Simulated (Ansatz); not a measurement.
**[Te2]− at UPBE/STO-3G**

Aim: the vertical doublet–quartet gap of [Te2]− at UPBE/STO-3G, from 2 runs. 

The calculation is run with Ansatz 0.2.0.

56 further runs of the same task are left out: 51 that didn't finish, 5 set aside as unsound or not needed.

### 1 The structure to begin with

The species is [Te2]− (2 atoms), meant as a doublet with charge -1. The shape comes from GFN2-xTB, which is rough for such elements, and wasn't checked as a minimum.

Bond lengths: Te1–Te2 2.730 Å.

### 2 The energy at UPBE/STO-3G

in.yaml reads:

```yaml
crystal:
  periodic: [false, false, false]
  atoms:
    - {symbol: Te, position_ang: [1.004330, 0.341480, 0.859060]}
    - {symbol: Te, position_ang: [-1.004330, -0.341480, -0.859060]}
basis:
  gaussian:
    orbitals: STO-3G
total_charge: -1
magnetization:
  spin_polarized: true
  initial_magnetization: 1
hamiltonian:
  xc: pbe
accuracy: high
```

On the command line:

```sh
ansatz run in.yaml --threads 1 --pin off --max-ram 2610MiB --events-out events.jsonl --progress --plain --runs-dir runs
```

The log of the run:

```text
Warning: RAYON_NUM_THREADS=1 ignored (pool sized by the plan → 1); use --threads N
Functional definition: PBE
  name "PBE"
  parameter kappa = 0.804
  parameter beta = 0.06672455060314922
  exchange = pbe_x(kappa = kappa, mu = beta*pi^2/3)
  correlation = pbe_c(beta = beta)
671 factors; integrals over basis functions are off by at most 5.0e-9 eV
mean field evaluation 1: about -356393.3469 eV, gradient 2.2e0 eV
mean field evaluation 2: about -356393.4227 eV, gradient 8.3e-1 eV
mean field evaluation 4: about -356393.4380 eV, gradient 4.6e-2 eV
mean field evaluation 8: about -356393.4394 eV, gradient 5.4e-2 eV
mean field evaluation 16: about -356393.4394 eV, gradient 5.6e-2 eV
mean field evaluation 32: about -356393.4380 eV, gradient 1.0e-8 eV
mean field -356393.43800157 eV, -13097.2172744091 hartree, gradient 1.0e-8 eV, S^2 0.750081; 1 other end points of the search recorded, 0 dependent functions left out
reference -356393.43800336 eV, -13097.2172744748 hartree; 53, 52 occupied and 1, 2 virtual orbitals, 671 factors
Total energy: -356393.43800336 eV, -13097.2172744748 hartree
```

Run time: 7.5 s. Hardware: 1 thread of Arm Neoverse V1, shared host; peak memory 0.15 GiB.

### 3 The quartet at the same level

in.yaml reads:

```yaml
crystal:
  periodic: [false, false, false]
  atoms:
    - {symbol: Te, position_ang: [1.004330, 0.341480, 0.859060]}
    - {symbol: Te, position_ang: [-1.004330, -0.341480, -0.859060]}
basis:
  gaussian: {orbitals: STO-3G}
total_charge: -1
magnetization: {spin_polarized: true, initial_magnetization: 3}
hamiltonian: {xc: pbe}
accuracy: high
```

On the command line:

```sh
ansatz run in.yaml --threads 1 --pin off --max-ram 2610MiB --events-out events.jsonl --progress --plain --runs-dir runs
```

The log of the run:

```text
Warning: RAYON_NUM_THREADS=1 ignored (pool sized by the plan → 1); use --threads N
[... 6 set-up lines as earlier in the session ...]
671 factors; integrals over basis functions are off by at most 5.0e-9 eV
mean field evaluation 1: about -356390.6007 eV, gradient 8.8e-1 eV
mean field evaluation 2: about -356390.6170 eV, gradient 1.1e-1 eV
mean field evaluation 4: about -356390.6243 eV, gradient 2.2e-4 eV
mean field evaluation 8: about -356390.6243 eV, gradient 2.2e-9 eV
mean field evaluation 16: about -356390.6243 eV, gradient 4.5e-10 eV
mean field -356390.62430633 eV, -13097.1138730162 hartree, gradient 4.5e-10 eV, S^2 3.750000; 0 other end points of the search recorded, 0 dependent functions left out
reference -356390.62430813 eV, -13097.1138730824 hartree; 54, 51 occupied and 0, 3 virtual orbitals, 671 factors
Total energy: -356390.62430813 eV, -13097.1138730824 hartree
```

It took 4.5 s on 1 thread of Arm Neoverse V1, shared host; peak memory 0.15 GiB.

### 4 What came out

At UPBE/STO-3G:

| quantity | value |
| --- | --- |
| doublet: total energy | -13097.21727 Eh |
| doublet: ⟨S²⟩ | 0.750 |
| quartet: total energy | -13097.11387 Eh |
| quartet: ⟨S²⟩ | 3.750 |
| vertical energy of the quartet above the doublet | 2.814 eV |

What this shows: At this shape the quartet lies 2.81 eV (271 kJ/mol) above the doublet. In a minimal basis such a difference can be off by several eV, whatever the method. Relativity is left out (doublet) although the molecule holds a heavy atom. Relativity is left out (quartet) although the molecule holds a heavy atom.
